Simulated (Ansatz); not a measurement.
**BH₅OSiZn: how energies converge with the basis set**

How large a basis does BH₅OSiZn need? Two functionals are run in growing sets.

Program: Ansatz 0.2.0, Gaussian basis. Level of theory: one geometry, several basis sets. These are calculated values, not measurements.

The runs, in order: PBE0-D4/def2-SVP; ωB97M-V/def2-SVP; PBE0-D4/def2-QZVPP; ωB97M-V/def2-QZVPP; the functionals' def2-TZVPP values are taken from earlier runs.

## Step 1: The geometry

The geometry comes from an earlier relaxation with PBE0-D4 in a triple-zeta def2 set; it is a stationary point, not always the lowest conformer.

9 atoms, charge 0, spin multiplicity 1.

Atoms are counted from 1 here; the program's logs count them from 0.

Bond lengths: B1–O2 1.334 Å, B1–H5 1.207 Å, B1–H6 1.214 Å, O2–Zn3 1.801 Å, Zn3–Si4 2.341 Å, Si4–H7 1.488 Å, Si4–H8 1.488 Å, Si4–H9 1.488 Å. Angles: O2–B1–H5 119.0°, O2–B1–H6 121.6°, H5–B1–H6 119.4°, B1–O2–Zn3 130.7°, O2–Zn3–Si4 176.7°, Zn3–Si4–H7 110.7°, Zn3–Si4–H8 110.5°, Zn3–Si4–H9 110.6°, H7–Si4–H8 108.3°, H7–Si4–H9 108.3°, H8–Si4–H9 108.3°.

## Step 2: PBE0-D4 in def2-SVP

in.yaml reads:

```yaml
crystal:
  periodic: [false, false, false]
  atoms:
    - {symbol: B, position_ang: [1.323904, 2.201956, -1.058459]}
    - {symbol: O, position_ang: [0.361788, 1.821873, -0.216013]}
    - {symbol: Zn, position_ang: [-0.235922, 0.180261, 0.221806]}
    - {symbol: Si, position_ang: [-1.099366, -1.895579, 0.874774]}
    - {symbol: H, position_ang: [1.551690, 3.379910, -1.193979]}
    - {symbol: H, position_ang: [1.972688, 1.392244, -1.689318]}
    - {symbol: H, position_ang: [-2.527159, -2.019864, 0.475441]}
    - {symbol: H, position_ang: [-0.336975, -3.001199, 0.234839]}
    - {symbol: H, position_ang: [-1.010638, -2.059591, 2.350900]}
basis:
  gaussian: {orbitals: def2-SVP}
hamiltonian: {xc: pbe0, dispersion: d4}
output: {orbitals: {seedname: orbitals}}
```

The run is started by

```
$ ansatz run in.yaml --threads 4 --pin off --events-out ev --progress --plain --max-ram 10444MiB
```

Further steps of the session: ωB97M-V in def2-SVP; PBE0-D4 in def2-QZVPP; ωB97M-V in def2-QZVPP.

Q: Predict the results of all the runs planned. Wanted: PBE0-D4: double and triple zeta above quadruple; ωB97M-V: double and triple zeta above quadruple.

**Answer**, as computed:

```
                                       quantity           value
PBE0-D4: double and triple zeta above quadruple  14.59, 1.64 eV
ωB97M-V: double and triple zeta above quadruple  14.65, 1.57 eV
```

In words: PBE0-D4 gains 12.95 eV from double to triple zeta, then 1.64 eV more. These are total energies; as a rule much of such shifts cancels in differences, which this series doesn't test. The LUMO of ωB97M-V is positive and keeps falling with the basis (0.96 to 0.30 eV): an unbound level that the basis holds in place.
